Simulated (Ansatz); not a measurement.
# Ti2Co: properties at the relaxed cell

An exercise on one series of results from a longer session: the logs are not shown, and one member is left open.

Program: Ansatz 0.2.0. Level of theory: DFT PBEsol, scalar-relativistic, plane waves, PAW. These are calculated values, not measurements.

2 further runs of the same task are left out: 2 set aside as unsound or not needed.

### The structure to begin with

It takes space group Fd-3m (No. 227, cubic). Conventional cell: a = 6.979 Å, b = 6.979 Å, c = 6.979 Å, α = 90.00°, β = 90.00°, γ = 90.00°. Ti (site symmetry -3m) has 6 Ti at 2.47 Å as nearest neighbours. Around Co (site symmetry -43m) lie 12 Ti at 2.89 Å and 4 Co at 3.02 Å.

As a file:

```
Ti Co
1.0
     0.00000    3.48951    3.48951
     3.48951    0.00000    3.48951
     3.48951    3.48951    0.00000
Ti Co
4 2
Direct
  0.12500 0.12500 0.12500
  0.62500 0.12500 0.12500
  0.12500 0.12500 0.62500
  0.12500 0.62500 0.12500
  0.50000 0.50000 0.50000
  0.75000 0.75000 0.75000
```

It is the result of an earlier relaxation at this level (volume 14.16 Å³/atom; gap on the mesh: none (metal), site moments up to 1.0 μB).

Set-up of the first run:

The input, input.yaml:

```yaml
crystal:
  lattice:
    - [0.0, 3.4895132087, 3.4895132087]
    - [3.4895132087, 0.0, 3.4895132087]
    - [3.4895132087, 3.4895132087, 0.0]
  atoms:
    - { symbol: Ti, position: [0.125, 0.125, 0.125] }
    - { symbol: Ti, position: [0.625, 0.125, 0.125] }
    - { symbol: Ti, position: [0.125, 0.125, 0.625] }
    - { symbol: Ti, position: [0.125, 0.625, 0.125] }
    - { symbol: Co, position: [0.5, 0.5, 0.5], spin: 1.11 }
    - { symbol: Co, position: [0.75, 0.75, 0.75], spin: 1.11 }
basis:
  ecutwfc: 420
kpoints:
  mp_grid: { grid: [10, 10, 10] }
  band_path:
    path:
      - [[0.0, 0.0, 0.0], [0.5, 0.0, 0.5], [0.625, 0.25, 0.625]]
      - [[0.375, 0.375, 0.75], [0.0, 0.0, 0.0], [0.5, 0.5, 0.5], [0.5, 0.25, 0.75], [0.5, 0.0, 0.5]]
    npoints: 14
hamiltonian:
  xc: pbesol
scf:
  occupations: { method: gaussian, width: 0.1 }
  n_extra_bands: 15
output:
  forces: true
  stress: true
  eigenvalues: true
  populations: true
  dos: { projected: true, de: 0.02, nscf_kmesh: { grid: [15, 15, 15] } }
  bader: true
  write_density: true
  write_potential: true
  elf: true
  volumetric_format: npy
magnetization:
  spin_polarized: true
checkpoint:
  read: start.run
  write: ck
  compress: false
  write_wavefunctions: false
  write_every: 100000
```

Run with:

```
$ ansatz run input.yaml --threads 1 --pin off --max-ram 2560MiB --backend cpu --events-out ev --progress --plain --runs-dir out
```

Steps of the session up to this table: Bands, states and charges; The cell scaled to 0.97 of its volume; Volume × 1.03; Volume × 0.94; Volume × 1.06.

One of the session's tables, all rows but one given; the rest of the session is left out.

It belongs to the step «Fit of the equation of state». 

```
volume (Å³/atom)  energy above the lowest point (meV/atom)  pressure (GPa)  largest moment (μB)
          13.314                                      19.9            8.14                 0.73
          13.739                                       4.6            3.72                 0.87
          14.164                                       0.0            0.00                 1.01
          14.588                                         ?               ?                    ?
          15.013                                      16.7           -5.94                 1.25
```

Q: Estimate the row for volume (Å³/atom) = 14.588 from the others.

Worked estimate for «energy above the lowest point (meV/atom)». A straight line through the neighbours (14.164, 0.0) and (15.013, 16.7) gives 0.0 + (16.7 − 0.0) × (14.588 − 14.164) / (15.013 − 14.164) = 8.3; a parabola fitted to 3 rows on both sides gives 4.0.

**Answer.** energy above the lowest point (meV/atom): 4.4; pressure (GPa): -3.19; largest moment (μB): 1.14. In «energy above the lowest point (meV/atom)» the line misses by +3.9 and the parabola by -0.4.

To keep in mind: Warnings in the runs' records: stability check not made.
